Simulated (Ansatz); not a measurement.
# CH8AlGeNO: the cost of one run

Program: Ansatz 0.2.0. Level of theory: RKS B3LYP-D4/def2-mTZVP. These are calculated values, not measurements.

**1. The system as given**

Bond lengths: C1–O2 1.354 Å, O2–Al3 1.829 Å, Al3–N4 1.943 Å, Al3–Ge5 2.451 Å, C1–H6 1.163 Å, C1–H7 1.130 Å, C1–H8 1.088 Å, N4–H9 1.041 Å, N4–H10 0.968 Å, Ge5–H11 1.589 Å, Ge5–H12 1.553 Å, Ge5–H13 1.594 Å. Angles (14 of 19 angles, heavy atoms first): C1–O2–Al3 107.5°, O2–Al3–N4 123.0°, O2–Al3–Ge5 120.6°, N4–Al3–Ge5 116.4°, O2–C1–H6 112.6°, O2–C1–H7 108.4°, O2–C1–H8 115.8°, Al3–N4–H9 101.5°, Al3–N4–H10 109.0°, Al3–Ge5–H11 108.8°, Al3–Ge5–H12 111.1°, Al3–Ge5–H13 108.1°, H6–C1–H7 101.9°, H6–C1–H8 108.7°.

Structure file:

```xyz
13

C    -2.2404   -0.1073   -0.2321
O    -1.5274   -0.4821    0.8559
Al    0.2356   -0.5216    0.3696
N     1.0986   -2.1063   -0.3523
Ge    1.6475    1.4649    0.6279
H    -2.0121    0.9840   -0.5622
H    -3.3295   -0.0395    0.0610
H    -2.1573   -0.7585   -1.1002
H     0.5236   -2.2884   -1.2011
H     2.0163   -1.8928   -0.5740
H     1.6666    1.8854    2.1604
H     3.1050    1.1769    0.1763
H     0.9941    2.6505   -0.2145
```

**2. End point A**

input.yaml

```yaml
crystal:
  periodic: [false, false, false]
  atoms:
    - { symbol: C, position_ang: [-2.2404, -0.1073, -0.2321] }
    - { symbol: O, position_ang: [-1.5274, -0.4821, 0.8559] }
    - { symbol: Al, position_ang: [0.2356, -0.5216, 0.3696] }
    - { symbol: "N", position_ang: [1.0986, -2.1063, -0.3523] }
    - { symbol: Ge, position_ang: [1.6475, 1.4649, 0.6279] }
    - { symbol: H, position_ang: [-2.0121, 0.984, -0.5622] }
    - { symbol: H, position_ang: [-3.3295, -0.0395, 0.061] }
    - { symbol: H, position_ang: [-2.1573, -0.7585, -1.1002] }
    - { symbol: H, position_ang: [0.5236, -2.2884, -1.2011] }
    - { symbol: H, position_ang: [2.0163, -1.8928, -0.574] }
    - { symbol: H, position_ang: [1.6666, 1.8854, 2.1604] }
    - { symbol: H, position_ang: [3.105, 1.1769, 0.1763] }
    - { symbol: H, position_ang: [0.9941, 2.6505, -0.2145] }
basis:
  gaussian: { orbitals: def2-mTZVP }
hamiltonian:
  xc: b3lyp
  dispersion: d4
relax:
  f_tol: 0.015
  max_steps: 40
```

Launch:

```bash
ansatz run input.yaml --threads 2 --pin off --max-ram 3072MiB --backend cpu --events-out ev --progress --plain --runs-dir out
```

**Question.** How long does this run take on 2 threads of Arm Neoverse V1, shared host, and how much memory does it need?

About 3.1 min, with a peak of 0.43 GiB.
